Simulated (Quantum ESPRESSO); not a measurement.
# InSe (P6_3/mmc) in Quantum ESPRESSO: reference runs

Aim: a first look at InSe with PBEsol, on the cell as given.

All numbers are computed with Quantum ESPRESSO 7.5; they aren't measurements. Logs are shortened: lines on timing, memory, paths and dates and some standing lists are left out, and cuts for length are marked.

**1. The crystal as given**

It takes space group P6_3/mmc (No. 194, hexagonal). Conventional cell: a = 4.050 Å, b = 4.050 Å, c = 16.930 Å, α = 90.00°, β = 90.00°, γ = 120.00°. Around In (site symmetry 3m) lie 3 Se at 2.52 Å. Around Se (site symmetry 3m) lie 3 In at 2.52 Å.

**2. Single point, PBEsol**

pw.in reads:

```
&CONTROL
  calculation = 'scf'
  prefix = 'pwscf'
  outdir = './tmp'
  pseudo_dir = './pseudo'
  tprnfor = .true.
  tstress = .true.
  disk_io = 'nowf'
/
&SYSTEM
  ibrav = 0
  nat = 8
  ntyp = 2
  ecutwfc = 56
  ecutrho = 448
  nbnd = 50
  occupations = 'smearing'
  smearing = 'fd'
  degauss = 0.00367493
/
&ELECTRONS
  conv_thr = 1.6d-09
  electron_maxstep = 120
  mixing_beta = 0.5
/
ATOMIC_SPECIES
In   114.8180 in_pbesol_v1.4.uspp.F.UPF
Se    78.9710 se_pbesol_v1.uspp.F.UPF
CELL_PARAMETERS angstrom
   4.0500000000    0.0000000000    0.0000000000
  -2.0250000000    3.5074028853    0.0000000000
   0.0000000000    0.0000000000   16.9300000000
ATOMIC_POSITIONS crystal
In     0.6666666667    0.3333333333    0.8430000000
In     0.3333333333    0.6666666667    0.3430000000
In     0.6666666667    0.3333333333    0.6570000000
In     0.3333333333    0.6666666667    0.1570000000
Se     0.6666666667    0.3333333333    0.3980000000
Se     0.3333333333    0.6666666667    0.8980000000
Se     0.6666666667    0.3333333333    0.1020000000
Se     0.3333333333    0.6666666667    0.6020000000
K_POINTS automatic
8 8 2 0 0 0
```

Potentials or basis: GBRV 1.5 PBEsol.

Command:

```console
$ OMP_NUM_THREADS=1 mpirun -n 2 pw.x -nk 2 -in pw.in > pw.out
```

pw.out:

```text
This program is part of the open-source Quantum ESPRESSO suite
     for quantum simulation of materials; please cite
         "P. Giannozzi et al., J. Phys.:Condens. Matter 21 395502 (2009);
         "P. Giannozzi et al., J. Phys.:Condens. Matter 29 465901 (2017);
         "P. Giannozzi et al., J. Chem. Phys. 152 154105 (2020);
     in publications or presentations arising from this work. More details at

     Message from routine setup:
     using ibrav=0 with symmetry is DISCOURAGED, use correct ibrav instead

     K-points division:     npool     =       2
     Subspace diagonalization in iterative solution of the eigenvalue problem:
     a serial algorithm will be used

     G-vector sticks info
     --------------------
     sticks:   dense  smooth     PW     G-vecs:    dense   smooth      PW
     Sum        1801     913    253               259883    91965   14037

     Using Slab Decomposition

     bravais-lattice index     =            0
     lattice parameter (alat)  =       7.6534  a.u.
     unit-cell volume          =    1622.9093 (a.u.)^3
     number of atoms/cell      =            8
     number of atomic types    =            2
     number of electrons       =        76.00
     number of Kohn-Sham states=           50
     kinetic-energy cutoff     =      56.0000  Ry
     charge density cutoff     =     448.0000  Ry
     scf convergence threshold =      1.6E-09
     mixing beta               =       0.5000
     number of iterations used =            8  plain     mixing
     Exchange-correlation= SLA  PW   PSX  PSC
                           (   1   4  10   8   0   0   0)

     celldm(1)=   7.653391  celldm(2)=   0.000000  celldm(3)=   0.000000
     celldm(4)=   0.000000  celldm(5)=   0.000000  celldm(6)=   0.000000

     crystal axes: (cart. coord. in units of alat)
               a(1) = (   1.000000   0.000000   0.000000 )
               a(2) = (  -0.500000   0.866025   0.000000 )
               a(3) = (   0.000000   0.000000   4.180247 )

     reciprocal axes: (cart. coord. in units 2 pi/alat)
               b(1) = (  1.000000  0.577350 -0.000000 )
               b(2) = (  0.000000  1.154701  0.000000 )
               b(3) = (  0.000000 -0.000000  0.239220 )

     PseudoPot. # 1 for In read from file:
     in_pbesol_v1.4.uspp.F.UPF
     Pseudo is Ultrasoft + core correction, Zval = 13.0
     Generated by new atomic code, or converted to UPF format
     Using radial grid of  889 points,  6 beta functions with:
                l(1) =   0
                l(2) =   0
                l(3) =   1
                l(4) =   1
                l(5) =   2
                l(6) =   2
     Q(r) pseudized with  6 coefficients,  rinner =    1.400   1.400   1.400
                                                       1.400   1.400

     PseudoPot. # 2 for Se read from file:
     se_pbesol_v1.uspp.F.UPF
     Pseudo is Ultrasoft + core correction, Zval =  6.0
     Generated by new atomic code, or converted to UPF format
     Using radial grid of  877 points,  6 beta functions with:
                l(1) =   0
                l(2) =   0
                l(3) =   1
                l(4) =   1
                l(5) =   2
                l(6) =   2
     Q(r) pseudized with  8 coefficients,  rinner =    1.300   1.300   1.300
                                                       1.300   1.300

     atomic species   valence    mass     pseudopotential
     In               13.00   114.81800     In( 1.00)
     Se                6.00    78.97100     Se( 1.00)

     24 Sym. Ops., with inversion, found (12 have fractional translation)

   Cartesian axes

     site n.     atom                  positions (alat units)
         1        In     tau(   1) = (   0.5000000   0.2886751   3.5239481  )
         2        In     tau(   2) = (  -0.0000000   0.5773503   1.4338247  )
         3        In     tau(   3) = (   0.5000000   0.2886751   2.7464222  )
         4        In     tau(   4) = (  -0.0000000   0.5773503   0.6562988  )
         5        Se     tau(   5) = (   0.5000000   0.2886751   1.6637383  )
         6        Se     tau(   6) = (  -0.0000000   0.5773503   3.7538617  )
         7        Se     tau(   7) = (   0.5000000   0.2886751   0.4263852  )
         8        Se     tau(   8) = (  -0.0000000   0.5773503   2.5165086  )

     number of k points=    20  Fermi-Dirac smearing, width (Ry)=  0.0037
                       cart. coord. in units 2pi/alat
        k(    1) = (   0.0000000   0.0000000   0.0000000), wk =   0.0156250
        k(    2) = (   0.0000000   0.0000000  -0.1196102), wk =   0.0156250
        k(    3) = (   0.0000000   0.1443376   0.0000000), wk =   0.0937500
        k(    4) = (   0.0000000   0.1443376  -0.1196102), wk =   0.0937500
        k(    5) = (   0.0000000   0.2886751   0.0000000), wk =   0.0937500
        k(    6) = (   0.0000000   0.2886751  -0.1196102), wk =   0.0937500
[... 12 lines left out ...]
        k(   19) = (   0.2500000   0.5773503   0.0000000), wk =   0.0937500
        k(   20) = (   0.2500000   0.5773503  -0.1196102), wk =   0.0937500

     Dense  grid:   259883 G-vectors     FFT dimensions: (  54,  54, 216)

     Smooth grid:    91965 G-vectors     FFT dimensions: (  40,  40, 160)

     Initial potential from superposition of free atoms

     starting charge      69.9997, renormalised to      76.0000
     Starting wfcs are   52 randomized atomic wfcs

     Self-consistent Calculation

     iteration #  1     ecut=    56.00 Ry     beta= 0.50
     Davidson diagonalization with overlap
     ethr =  1.00E-02,  avg # of iterations =  4.4

     total energy              =    -703.46660883 Ry
     estimated scf accuracy    <       8.35312261 Ry

     iteration #  2     ecut=    56.00 Ry     beta= 0.50
     Davidson diagonalization with overlap
     ethr =  1.00E-02,  avg # of iterations =  2.0

     total energy              =    -706.06578268 Ry
     estimated scf accuracy    <       0.43259664 Ry

     iteration #  3     ecut=    56.00 Ry     beta= 0.50
     Davidson diagonalization with overlap
     ethr =  5.69E-04,  avg # of iterations =  2.0
[... 8 lines left out ...]
     total energy              =    -706.12757963 Ry
     estimated scf accuracy    <       0.01049838 Ry

     iteration #  5     ecut=    56.00 Ry     beta= 0.50
     Davidson diagonalization with overlap
     ethr =  1.38E-05,  avg # of iterations =  2.5

     total energy              =    -706.12920804 Ry
     estimated scf accuracy    <       0.00078784 Ry

     iteration #  6     ecut=    56.00 Ry     beta= 0.50
     Davidson diagonalization with overlap
     c_bands:  1 eigenvalues not converged
     ethr =  1.04E-06,  avg # of iterations =  5.2

     total energy              =    -706.12941463 Ry
     estimated scf accuracy    <       0.00001913 Ry

     iteration #  7     ecut=    56.00 Ry     beta= 0.50
     Davidson diagonalization with overlap
     ethr =  2.52E-08,  avg # of iterations =  5.8

     total energy              =    -706.12943936 Ry
     estimated scf accuracy    <       0.00000332 Ry

     iteration #  8     ecut=    56.00 Ry     beta= 0.50
     Davidson diagonalization with overlap
     ethr =  4.36E-09,  avg # of iterations =  2.1

     total energy              =    -706.12944022 Ry
     estimated scf accuracy    <       0.00000011 Ry
[... 5 lines left out ...]
     total energy              =    -706.12944028 Ry
     estimated scf accuracy    <       0.00000003 Ry

     iteration # 10     ecut=    56.00 Ry     beta= 0.50
     Davidson diagonalization with overlap
     ethr =  3.97E-11,  avg # of iterations =  2.5

     total energy              =    -706.12944029 Ry
     estimated scf accuracy    <          6.5E-09 Ry

     iteration # 11     ecut=    56.00 Ry     beta= 0.50
     Davidson diagonalization with overlap
     ethr =  8.59E-12,  avg # of iterations =  2.7

     End of self-consistent calculation

          k = 0.0000 0.0000 0.0000 ( 11447 PWs)   bands (ev):

    -8.9640  -8.9506  -8.8706  -8.8503  -8.7468  -8.7468  -8.7465  -8.7465
    -8.7272  -8.7272  -8.7269  -8.7269  -8.5449  -8.5449  -8.5448  -8.5448
    -8.4741  -8.4741  -8.4739  -8.4739  -7.8262  -7.6977  -7.6413  -7.5109
     0.4818   0.8269   1.9780   2.6845   3.9781   3.9781   4.0387   4.0387
     4.0777   4.0777   4.1398   4.1398   4.8786   5.8154   6.2075   6.6243
     7.4374   7.7925  10.0193  10.0193  10.1678  10.1678  10.6588  10.6588
    10.8571  10.8572

          k = 0.0000 0.0000-0.1196 ( 11440 PWs)   bands (ev):

    -8.9579  -8.9579  -8.8599  -8.8599  -8.7467  -8.7467  -8.7467  -8.7467
    -8.7270  -8.7270  -8.7270  -8.7270  -8.5448  -8.5448  -8.5448  -8.5448
    -8.4740  -8.4740  -8.4740  -8.4740  -7.7820  -7.7820  -7.5560  -7.5560
     0.6271   0.6271   2.3364   2.3364   3.9998   3.9998   3.9998   3.9998
     4.1174   4.1174   4.1174   4.1174   5.2780   5.2780   6.5050   6.5050
     7.6144   7.6144  10.0831  10.0831  10.0831  10.0831  10.7682  10.7682
    10.7682  10.7683
[... 43 lines left out ...]
    -9.2505  -9.2421  -9.2274  -9.2183  -8.6802  -8.6797  -8.6497  -8.6493
    -8.6265  -8.6253  -8.5755  -8.5743  -8.5345  -8.5343  -8.5305  -8.5300
    -8.4763  -8.4759  -8.4108  -8.4107  -6.7849  -6.7083  -6.7031  -6.6233
    -0.5746  -0.4534  -0.1381  -0.0098   2.2791   2.8827   2.8981   3.0146
     3.0356   3.0633   3.1602   3.7465   5.1836   5.5346   7.3639   7.3817
     7.6497   7.7877   9.2437   9.7169  10.1549  10.4308  11.2637  11.5447
    12.2296  12.4043

          k = 0.0000 0.4330-0.1196 ( 11504 PWs)   bands (ev):

    -9.2471  -9.2471  -9.2221  -9.2221  -8.6799  -8.6799  -8.6495  -8.6495
    -8.6259  -8.6259  -8.5749  -8.5749  -8.5344  -8.5344  -8.5302  -8.5302
    -8.4761  -8.4761  -8.4108  -8.4108  -6.7621  -6.7621  -6.6477  -6.6477
    -0.5229  -0.5229  -0.0650  -0.0650   2.4720   2.4720   2.9342   2.9342
     3.1200   3.1200   3.5126   3.5126   5.3461   5.3461   7.4699   7.4699
     7.6203   7.6203   9.4722   9.4722  10.3330  10.3330  11.3874  11.3874
    12.2337  12.2337

          k = 0.0000-0.5774 0.0000 ( 11518 PWs)   bands (ev):

    -9.2813  -9.2758  -9.2592  -9.2532  -8.6713  -8.6707  -8.6370  -8.6366
    -8.6226  -8.6212  -8.5731  -8.5721  -8.5338  -8.5335  -8.5298  -8.5296
    -8.4756  -8.4752  -8.3904  -8.3903  -6.5496  -6.4961  -6.4901  -6.4347
    -0.9786  -0.8958  -0.5808  -0.4908   2.6408   2.7510   2.8738   2.8897
     3.0213   3.0739   3.3403   3.7150   4.7564   5.2695   7.1484   7.2937
     7.5712   7.6363   9.2268   9.2664  10.0547  10.3267  11.2603  11.6435
    12.1256  12.8393

          k = 0.0000-0.5774-0.1196 ( 11508 PWs)   bands (ev):

    -9.2789  -9.2789  -9.2558  -9.2558  -8.6710  -8.6710  -8.6368  -8.6368
    -8.6219  -8.6219  -8.5726  -8.5726  -8.5337  -8.5337  -8.5297  -8.5297
    -8.4754  -8.4754  -8.3903  -8.3903  -6.5333  -6.5333  -6.4519  -6.4519
    -0.9416  -0.9416  -0.5315  -0.5315   2.7883   2.7883   2.8007   2.8007
     2.9796   2.9796   3.5771   3.5771   5.0009   5.0009   7.3884   7.3884
     7.4560   7.4560   9.1993   9.1993  10.2340  10.2340  11.4197  11.4197
    12.6880  13.2429

          k = 0.1250 0.2165 0.0000 ( 11465 PWs)   bands (ev):

    -9.1309  -9.1175  -9.0992  -9.0842  -8.7166  -8.7162  -8.6925  -8.6922
    -8.6622  -8.6622  -8.5651  -8.5643  -8.5445  -8.5443  -8.5436  -8.5435
    -8.4791  -8.4789  -8.4695  -8.4693  -7.3817  -7.2679  -7.2565  -7.1371
     0.5076   0.5141   1.3728   1.5235   2.2619   2.6671   2.8052   3.2555
     3.3682   3.3830   3.4816   3.6977   5.7116   6.0842   7.7455   7.9798
     8.7421   8.8898   9.0477   9.3227   9.8837  10.2881  10.5671  10.7973
    11.0161  11.2075
[... 73 lines left out ...]
    -9.2853  -9.2829  -9.2667  -9.2641  -8.6807  -8.6801  -8.6412  -8.6408
    -8.6051  -8.6044  -8.5704  -8.5696  -8.5511  -8.5509  -8.5154  -8.5148
    -8.4919  -8.4917  -8.3893  -8.3893  -6.3752  -6.3503  -6.3270  -6.3014
    -0.8432  -0.8041  -0.4293  -0.3883   1.3958   1.5628   1.6002   1.7875
     3.1491   3.4440   3.6238   3.8309   4.9040   5.1758   8.3802   8.4886
     8.6720   8.8314  10.0244  10.2550  10.3135  10.6293  10.7453  11.1664
    11.1778  11.9591

          k = 0.2500 0.5774-0.1196 ( 11508 PWs)   bands (ev):

    -9.2842  -9.2842  -9.2653  -9.2653  -8.6804  -8.6804  -8.6410  -8.6410
    -8.6048  -8.6048  -8.5700  -8.5700  -8.5510  -8.5510  -8.5151  -8.5151
    -8.4918  -8.4918  -8.3893  -8.3893  -6.3658  -6.3658  -6.3111  -6.3111
    -0.8244  -0.8244  -0.4081  -0.4081   1.4477   1.4477   1.7254   1.7254
     3.2770   3.2770   3.7315   3.7315   5.0598   5.0598   8.4910   8.4910
     8.6485   8.6485  10.0018  10.0018  10.7918  10.7918  10.8901  10.8901
    11.4847  11.4847

     the Fermi energy is     6.3681 ev

!    total energy              =    -706.12944029 Ry
     estimated scf accuracy    <          2.4E-10 Ry
     smearing contrib. (-TS)   =      -0.00020874 Ry
     internal energy E=F+TS    =    -706.12923155 Ry

     The total energy is F=E-TS. E is the sum of the following terms:
     one-electron contribution =    -286.26176675 Ry
     hartree contribution      =     190.98932446 Ry
     xc contribution           =    -267.49422720 Ry
     ewald contribution        =    -343.36256206 Ry

     convergence has been achieved in  11 iterations

     Forces acting on atoms (cartesian axes, Ry/au):

     atom    1 type  1   force =     0.00000000   -0.00000000   -0.10596798
     atom    2 type  1   force =    -0.00000000    0.00000000   -0.10596798
     atom    3 type  1   force =     0.00000000   -0.00000000    0.10596798
     atom    4 type  1   force =    -0.00000000    0.00000000    0.10596798
     atom    5 type  2   force =     0.00000000   -0.00000000    0.06967144
     atom    6 type  2   force =    -0.00000000   -0.00000000    0.06967144
     atom    7 type  2   force =     0.00000000    0.00000000   -0.06967144
     atom    8 type  2   force =     0.00000000    0.00000000   -0.06967144

     Total force =     0.253640     Total SCF correction =     0.000045

     Computing stress (Cartesian axis) and pressure

          total   stress  (Ry/bohr**3)                   (kbar)     P=       48.75
   0.00050102  -0.00000000   0.00000000           73.70       -0.00        0.00
  -0.00000000   0.00050102   0.00000000           -0.00       73.70        0.00
   0.00000000   0.00000000  -0.00000776            0.00        0.00       -1.14

=------------------------------------------------------------------------------=
   JOB DONE.
=------------------------------------------------------------------------------=
```

Run time: 2.8 min. Hardware: 2 MPI ranks of Arm Neoverse V2, shared host; peak memory 1.3 GiB.

What came out:

- Free energy: -9607.3805 eV
- Pressure: 4.9 GPa
- Largest force: 2.725 eV/Å
- Band gap on the k mesh: none (metal or under the smearing width)

Forces in eV/Å, atoms in the order of the input:
```
In   0.000  0.000 -2.725
In   0.000  0.000 -2.725
In   0.000  0.000  2.725
In   0.000  0.000  2.725
Se   0.000  0.000  1.791
Se   0.000  0.000  1.791
Se   0.000  0.000 -1.791
Se   0.000  0.000 -1.791
```

Stress tensor (GPa, compression positive):
```
 7.37  0.00  0.00
 0.00  7.37  0.00
 0.00  0.00 -0.11
```

Levels at points of the mesh, in eV from the Fermi level:
```tsv
k point	band 35	band 36	band 37	band 38	band 39	band 40	band 41	band 42
(0.00, 0.00, 0.00)	-2.23	-2.23	-1.49	-0.55	-0.16	0.26	1.07	1.42
(0.00, 0.00, -0.50)	-2.25	-2.25	-1.09	-1.09	0.14	0.14	1.25	1.25
(0.00, -0.50, 0.00)	-3.03	-2.65	-1.61	-1.10	0.78	0.93	1.20	1.27
(0.00, -0.50, -0.50)	-2.79	-2.79	-1.37	-1.37	1.02	1.02	1.09	1.09
```

Caveat: this functional lacks dispersion, which binds the layers, so the pressure and a relaxed spacing across them are unreliable; forces of over 1 eV/Å show positions far from the minimum, so gaps and moduli don't describe the material at rest.
